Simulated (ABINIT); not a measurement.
A run of ABINIT 10.8.3 (patched build):

Contents of run.abi:

```
# Pseudopotentials
pp_dirpath "./"
pseudos "Si.upf, C.upf"

# Structure
acell 3*1.0 Angstrom
rprim
     2.6686336500     0.0000000000     0.0000000000
     0.0000000000     2.6686336500     0.0000000000
     0.0000000000     0.0000000000     5.5321828000
ntypat 2
znucl 14 6
natom 3
typat 1 1 2
xred
     0.5000000000     0.5000000000     0.2843227100
     0.5000000000     0.5000000000     0.7156772900
     0.0000000000     0.0000000000     0.0000000000

# Plane-wave basis
ecut 31.0

# k points
kptopt 1
ngkpt 8 8 4
nshiftk 1
shiftk 0.0 0.0 0.0

# Exchange and correlation
ixc 7

# Bands and occupations
nband 10
occopt 3
tsmear 0.05 eV

# SCF cycle
nstep 100
tolvrs 1.0e-10

# Output
iomode 3
prtwf 0
prtden 0
prteig 0
prtebands 0
```

Potentials or basis: PseudoDojo NC SR LDA v0.4.1 standard.

Command:

```bash
$ abinit run.abi > log 2>&1
```

Hardware: 1 thread of Arm Neoverse V1, on a shared host.

Question: Estimate the wall time of this run.

Answer: Run time: 34 s on 1 thread of Arm Neoverse V1 (shared host), peak memory 0.07 GiB. Counts: scf iterations 14, mpi ranks 1, k points 45, bands 10, plane waves 2207.
